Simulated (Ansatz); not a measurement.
# One shape, several levels: doublet [Si2H4F2]+

Aim: a comparison of 4 runs (UB3LYP/6-31G*, U-revPBE/cc-pVDZ, UPBE/cc-pVDZ, UCCSD/cc-pVDZ) of doublet [Si2H4F2]+. 

Program for the calculation: Ansatz 0.2.0.

50 further runs of the same task are left out: 50 set aside as unsound or not needed.

## 1. The system as given

[Si2H4F2]+ has 8 atoms, charge +1, and is taken as a doublet. SMILES of the parent species: `F[SiH](F)[SiH3]`. The shape is that of a PBE0-D4/def2-TZVP optimisation. That shape belongs to the parent species and isn't relaxed for this state.

Bond lengths: F1–Si2 1.593 Å, Si2–F3 1.593 Å, Si2–Si4 2.342 Å, Si2–H5 1.482 Å, Si4–H6 1.486 Å, Si4–H7 1.486 Å, Si4–H8 1.485 Å. Some angles: F1–Si2–F3 107.0°, F1–Si2–Si4 109.5°, F3–Si2–Si4 109.5°, F1–Si2–H5 107.3°, F3–Si2–H5 107.3°, Si4–Si2–H5 115.9°, Si2–Si4–H6 109.0°, Si2–Si4–H7 109.1°, Si2–Si4–H8 110.0°, H6–Si4–H7 109.2°.

## 2. A single-point energy at UB3LYP/6-31G(d) (Cartesian functions) (run 1)

job.yaml

```yaml
crystal:
  periodic: [false, false, false]
  atoms:
    - symbol: F
      position_ang: [0.971900, -1.046400, 1.729500]
    - symbol: Si
      position_ang: [1.061800, -0.320500, 0.314000]
    - symbol: F
      position_ang: [1.618700, -1.392500, -0.725000]
    - symbol: Si
      position_ang: [-1.075200, 0.372800, -0.346900]
    - symbol: H
      position_ang: [2.081000, 0.748800, 0.431800]
    - symbol: H
      position_ang: [-1.595200, 1.352300, 0.642900]
    - symbol: H
      position_ang: [-0.983200, 1.025300, -1.679300]
    - symbol: H
      position_ang: [-1.987700, -0.796800, -0.422700]
basis:
  gaussian:
    orbitals: "6-31G*"
total_charge: 1
magnetization:
  spin_polarized: true
  initial_magnetization: 1
hamiltonian:
  xc: {name: B3LYP}
accuracy: high
output: {orbitals: {seedname: orbitals}}
```

Launch:

```console
ansatz run job.yaml --threads 1 --pin off --max-ram 3480MiB --events-out events.jsonl --progress --plain --runs-dir runs
```

Log:

```text
Warning: RAYON_NUM_THREADS=1 ignored (pool sized by the plan → 1); use --threads N
Functional definition: B3LYP
  name "B3LYP"
  parameter a0 = 0.2
  parameter ax = 0.72
  parameter ac = 0.81
  exchange = (1 - a0 - ax)*slater_x + ax*b88_x + a0*exact_x
  correlation = (1 - ac)*vwn_rpa_c + ac*lyp_c
1626 factors; integrals over basis functions are off by at most 3.6e-9 eV
mean field evaluation 1: about -21237.0314 eV, gradient 5.5e1 eV
mean field evaluation 2: about -21191.3839 eV, gradient 1.2e2 eV
mean field evaluation 4: about -21246.2931 eV, gradient 3.2e0 eV
mean field evaluation 8: about -21246.5033 eV, gradient 1.1e-1 eV
mean field evaluation 16: about -21246.5034 eV, gradient 2.7e-4 eV
mean field -21246.50343121 eV, -780.7945996996 hartree, gradient 1.9e-8 eV, S^2 0.754074; 0 other end points of the search recorded, 0 dependent functions left out
reference -21246.50347329 eV, -780.7946012462 hartree; 25, 24 occupied and 51, 52 virtual orbitals, 1626 factors
Total energy: -21246.50347329 eV, -780.7946012462 hartree
```

It took 7.5 s on 1 thread of Intel Xeon 6975P-C (Granite Rapids), shared host; peak memory 0.37 GiB.

## 3. The energy at U-revPBE/cc-pVDZ (run 2)

job.yaml

```yaml
crystal:
  periodic: [false, false, false]
  atoms:
    - {symbol: F, position_ang: [0.971900, -1.046400, 1.729500]}
    - {symbol: Si, position_ang: [1.061800, -0.320500, 0.314000]}
    - {symbol: F, position_ang: [1.618700, -1.392500, -0.725000]}
    - {symbol: Si, position_ang: [-1.075200, 0.372800, -0.346900]}
    - {symbol: H, position_ang: [2.081000, 0.748800, 0.431800]}
    - {symbol: H, position_ang: [-1.595200, 1.352300, 0.642900]}
    - {symbol: H, position_ang: [-0.983200, 1.025300, -1.679300]}
    - {symbol: H, position_ang: [-1.987700, -0.796800, -0.422700]}
basis:
  gaussian:
    orbitals: cc-pVDZ
total_charge: 1
magnetization:
  spin_polarized: true
  initial_magnetization: 1
hamiltonian:
  xc: {name: revPBE}
accuracy: high
output: {orbitals: {seedname: orbitals}}
```

Launch:

```console
ansatz run job.yaml --threads 1 --pin off --max-ram 3480MiB --events-out events.jsonl --progress --plain --runs-dir runs
```

Log:

```text
Warning: RAYON_NUM_THREADS=1 ignored (pool sized by the plan → 1); use --threads N
Functional definition: revPBE
  name "revPBE"
  parameter kappa = 1.245
  parameter beta = 0.06672455060314922
  exchange = pbe_x(kappa = kappa, mu = beta*pi^2/3)
  correlation = pbe_c(beta = beta)
1905 factors; integrals over basis functions are off by at most 3.9e-9 eV
mean field evaluation 1: about -21230.4333 eV, gradient 5.8e1 eV
mean field evaluation 2: about -21121.9999 eV, gradient 1.8e2 eV
mean field evaluation 4: about -21240.6898 eV, gradient 8.2e0 eV
mean field evaluation 8: about -21241.0968 eV, gradient 4.7e-1 eV
mean field evaluation 16: about -21241.0990 eV, gradient 5.1e-4 eV
mean field evaluation 32: about -21240.4249 eV, gradient 8.3e0 eV
mean field -21241.09897210 eV, -780.5959894907 hartree, gradient 6.3e-8 eV, S^2 0.752377; 2 other end points of the search recorded, 0 dependent functions left out
reference -21241.09897679 eV, -780.5959896631 hartree; 25, 24 occupied and 59, 60 virtual orbitals, 1905 factors
Total energy: -21241.09897679 eV, -780.5959896631 hartree
```

Wall time 7.2 s (1 thread of Intel Xeon 6975P-C (Granite Rapids), shared host); peak memory 0.29 GiB.

Run 3 isn't shown in full; the table further down has it.

## 4. The energy at UCCSD/cc-pVDZ (run 4)

molecule.yaml

```yaml
crystal:
  periodic: [false, false, false]
  atoms:
    - {symbol: F, position_ang: [0.971900, -1.046400, 1.729500]}
    - {symbol: Si, position_ang: [1.061800, -0.320500, 0.314000]}
    - {symbol: F, position_ang: [1.618700, -1.392500, -0.725000]}
    - {symbol: Si, position_ang: [-1.075200, 0.372800, -0.346900]}
    - {symbol: H, position_ang: [2.081000, 0.748800, 0.431800]}
    - {symbol: H, position_ang: [-1.595200, 1.352300, 0.642900]}
    - {symbol: H, position_ang: [-0.983200, 1.025300, -1.679300]}
    - {symbol: H, position_ang: [-1.987700, -0.796800, -0.422700]}
basis:
  gaussian: {orbitals: cc-pVDZ}
total_charge: 1
magnetization: {spin_polarized: true, initial_magnetization: 1}
correlation: {method: ccsd, frozen_orbitals: {F: 1, H: 0, Si: 5}}
accuracy: high
scf: {omitted_lower_state_checks: [cluster_reference, increment]}
```

Launch:

```console
ansatz run molecule.yaml --threads 1 --pin off --max-ram 3480MiB --events-out events.jsonl --progress --plain --runs-dir runs
```

Log:

```text
Warning: RAYON_NUM_THREADS=1 ignored (pool sized by the plan → 1); use --threads N
[... 12 lines left out ...]
12 core orbitals not correlated: weight in the atoms' cores, before any rotation towards them, 1.000 or more for the frozen orbitals, at most 0.000 for the correlated occupied ones
[... 30 lines left out ...]
Total energy: -21208.30516817 eV, -779.3908394246 hartree
Checks for a lower state left out: cluster_reference, increment
```

It took 29 s on 1 thread of Intel Xeon 6975P-C (Granite Rapids), shared host; peak memory 0.8 GiB.

## 5. The series

```csv
run,level,Cartesian functions,frozen core orbitals,energy (Eh),HOMO energy (eV),LUMO energy (eV),⟨S²⟩,wall time
1,UB3LYP/6-31G* (Cartesian functions),yes,–,-780.794601,-15.68,-13.12,0.754,7.5 s
2,U-revPBE/cc-pVDZ,no,–,-780.595990,-14.38,-13.44,0.752,7.2 s
3,UPBE/cc-pVDZ,no,–,-780.289599,-14.39,-13.48,0.752,7.2 s
4,UCCSD/cc-pVDZ,no,12,-779.390839,–,–,0.767,29 s
```

## 6. Summary of results

| quantity | value |
| --- | --- |
| run 4: total energy | -779.39084 Eh |
| run 4: correlation energy (12 core orbitals frozen) | -598.5 mEh |
| run 4: ⟨S²⟩ of the reference determinant | 0.767 |
| run 4: T1 diagnostic | 0.020 |

What this shows: Totals of different functionals can't be ranked against each other. All runs together took 51 s, the longest 29 s.
